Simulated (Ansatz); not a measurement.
# Br: the cost of one run

Method: DFT PBE, scalar-relativistic, plane waves, PAW, unless a step names another level, in Ansatz 0.2.0.

1 further run of the same task is left out (set aside as unsound or not needed).

### 1 The starting structure

Symmetry: P4/mmm, No. 123, tetragonal system. Conventional cell: a = 2.869 Å, b = 2.869 Å, c = 23.800 Å, α = 90.00°, β = 90.00°, γ = 90.00°. Around Br (site symmetry 4/mmm) lie 4 Br at 2.87 Å.

Coordinates:

```cif
data_structure
_symmetry_space_group_name_H-M 'P 1'
_symmetry_Int_Tables_number 1
_cell_length_a 2.8691
_cell_length_b 2.8691
_cell_length_c 23.8000
_cell_angle_alpha 90.000
_cell_angle_beta 90.000
_cell_angle_gamma 90.000
_cell_volume 195.91
loop_
_atom_site_label
_atom_site_type_symbol
_atom_site_fract_x
_atom_site_fract_y
_atom_site_fract_z
_atom_site_occupancy
Br1 Br 0.50000 0.50000 0.29412 1
```

It is the end of an earlier relaxation with the same method, from a generated guess; it is a trial structure. At a tolerance of 0.05 Å it has layer group p4/mmm (No. 61); it has 8.23 Å²/atom, an uncorrected energy of +0.18 eV/atom over the standard state.

It is a sheet, periodic along a and b, with vacuum along c; volumes and pressures of the box carry no meaning, and space groups named for it are those of the box.

### 2 Bands, states and charges

Contents of input.yaml:

```yaml
crystal:
  lattice:
    - [2.8690640849, 0.0, 0.0]
    - [0.0, 2.8690640849, 0.0]
    - [0.0, 0.0, 23.8]
  atoms:
    - { symbol: Br, position: [0.5, 0.5, 0.2941176471] }
  periodic: [true, true, false]
basis:
  ecutwfc: 420
kpoints:
  mp_grid: { grid: [20, 20, 1] }
  band_path:
    path: [[0.0, 0.0, 0.0], [0.0, 0.5, 0.0], [0.5, 0.5, 0.0], [0.0, 0.0, 0.0]]
    npoints: 14
hamiltonian:
  xc: pbe
scf:
  occupations: { method: gaussian, width: 0.1 }
  n_extra_bands: 6
output:
  forces: true
  stress: true
  eigenvalues: true
  populations: true
  dos: { projected: true, de: 0.02, nscf_kmesh: { grid: [24, 24, 1] } }
  bader: true
  write_density: true
  write_potential: true
  elf: true
  volumetric_format: npy
```

On the command line:

```
$ ansatz run input.yaml --threads 1 --pin off --max-ram 2048MiB --backend cpu --events-out ev --progress --plain --runs-dir out
```

Q: Estimate wall time and peak memory on 1 thread of Arm Neoverse V1, shared host.

About 24 s, with a peak of 0.42 GiB.
